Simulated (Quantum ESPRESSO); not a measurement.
The system is Ti3S2.

```
CELL_PARAMETERS angstrom
2.71311 1.56642 3.23762
-2.71311 1.56642 3.23762
0.00000 -3.13283 3.23762
ATOMIC_POSITIONS crystal
Ti 0.00000 0.33565 0.66434
Ti 0.66434 0.00000 0.33565
Ti 0.33565 0.66434 0.00000
S 0.16784 0.16784 0.16784
S 0.83216 0.83216 0.83216
```

The cell comes from a database or a generator and needn't be the stable form of this composition.

* Program: Quantum ESPRESSO 7.5
* Task: Hubbard U by linear response
* Functional: PBE
* Potentials or basis: GBRV 1.5 PBE
* Cutoff: 612 eV
* Density cutoff: 4898 eV
* k mesh: 4 × 4 × 4
* Occupations: cold, width 0.2 eV
* Spin: no spin polarisation
* Hubbard terms: Ti d U = 0.0001 eV
* Start of the occupations: default
* Hubbard projectors: ortho-atomic
* Mixing beta: 0.3
* Most SCF iterations: 120
* SCF threshold: 1e-09 Ry
* q mesh: 3 × 3 × 3

Question: What Hubbard parameters does linear response give?

Answer: U = 5.15 eV on Ti 3d. The values belong to these projectors, potentials and this ground state, and don't carry over to other codes.

Hubbard U from linear response:
```
site  manifold  U (eV)
   1     Ti-3d    5.15
   2     Ti-3d    5.15
   3     Ti-3d    5.15
```
On the first site the bare response is -1.400 and the screened one -0.171 eV⁻¹.

Eigenvalues of the final occupation matrices:
| site | spin | trace | eigenvalues |
| --- | --- | --- | --- |
| Ti 1 3d | each | 1.34 | 0.19 0.20 0.29 0.31 0.34 |
| Ti 2 3d | each | 1.34 | 0.19 0.20 0.29 0.31 0.34 |
| Ti 3 3d | each | 1.34 | 0.19 0.20 0.29 0.31 0.34 |

Caveat: the k mesh is coarse (spacing up to 0.37 Å⁻¹), so the values aren't converged; U without spin polarisation on a metal has little footing.
